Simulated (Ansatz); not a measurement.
**FH2InSe: small, medium and large basis sets**

An exercise on one series of results from a longer session: the logs are not shown, and one member is left open.

Computed with Ansatz 0.2.0, Gaussian basis. Level: one geometry, several basis sets.

Levels to be run: PBE0-D4/def2-SVP; ωB97M-V/def2-SVP; PBE0-D4/def2-QZVPP; ωB97M-V/def2-QZVPP; the functionals' def2-TZVPP values are taken from earlier runs.

## The relaxed structure

All runs share one geometry, relaxed beforehand with PBE0-D4 in a triple-zeta def2 set. In takes the def2 core potential; no spin-orbit term is included.

SMILES `[F][InH][SeH]`, 5 atoms, charge 0, spin multiplicity 1.

Atoms are counted from 1 here; the program's logs count them from 0.

Bond lengths: F1–In2 1.954 Å, In2–Se3 2.480 Å, In2–H4 1.698 Å, Se3–H5 1.470 Å. Angles: F1–In2–Se3 108.8°, F1–In2–H4 117.1°, Se3–In2–H4 134.1°, In2–Se3–H5 89.6°.

Set-up of the first run:

The input, in.yaml:

```yaml
crystal:
  periodic: [false, false, false]
  atoms:
    - {symbol: F, position_ang: [-1.032665, -1.218736, 1.033775]}
    - {symbol: In, position_ang: [-0.590106, -0.046274, -0.465555]}
    - {symbol: Se, position_ang: [1.665529, 0.912839, -0.090195]}
    - {symbol: H, position_ang: [-1.751113, 0.108374, -1.694421]}
    - {symbol: H, position_ang: [1.758355, 0.170097, 1.174896]}
basis:
  gaussian: {orbitals: def2-SVP}
hamiltonian: {xc: pbe0, dispersion: d4}
output: {orbitals: {seedname: orbitals}}
```

Command:

```bash
> ansatz run in.yaml --threads 2 --pin off --events-out ev --progress --plain --max-ram 32768MiB --backend cpu
```

Steps of the session up to this table: PBE0-D4 in def2-SVP; ωB97M-V in def2-SVP; PBE0-D4 in def2-QZVPP; ωB97M-V in def2-QZVPP.

One of the session's tables, all rows but one given; the rest of the session is left out.

It belongs to the step «Functionals by basis». 

| functional | basis | HOMO (eV) | LUMO (eV) |
| --- | --- | --- | --- |
| PBE0-D4 | def2-SVP | -7.41 | -1.44 |
| PBE0-D4 | def2-TZVPP | -7.52 | -1.58 |
| PBE0-D4 | def2-QZVPP | -7.54 | -1.61 |
| ωB97M-V | def2-SVP | ? | ? |
| ωB97M-V | def2-TZVPP | -9.65 | -0.08 |
| ωB97M-V | def2-QZVPP | -9.67 | -0.15 |

Q: Estimate the row for ωB97M-V, def2-SVP from the others.

**Answer.** HOMO (eV): -9.51; LUMO (eV): 0.16. In the column «HOMO (eV)» it lies between ωB97M-V, def2-TZVPP (-9.65) and PBE0-D4, def2-QZVPP (-7.54).
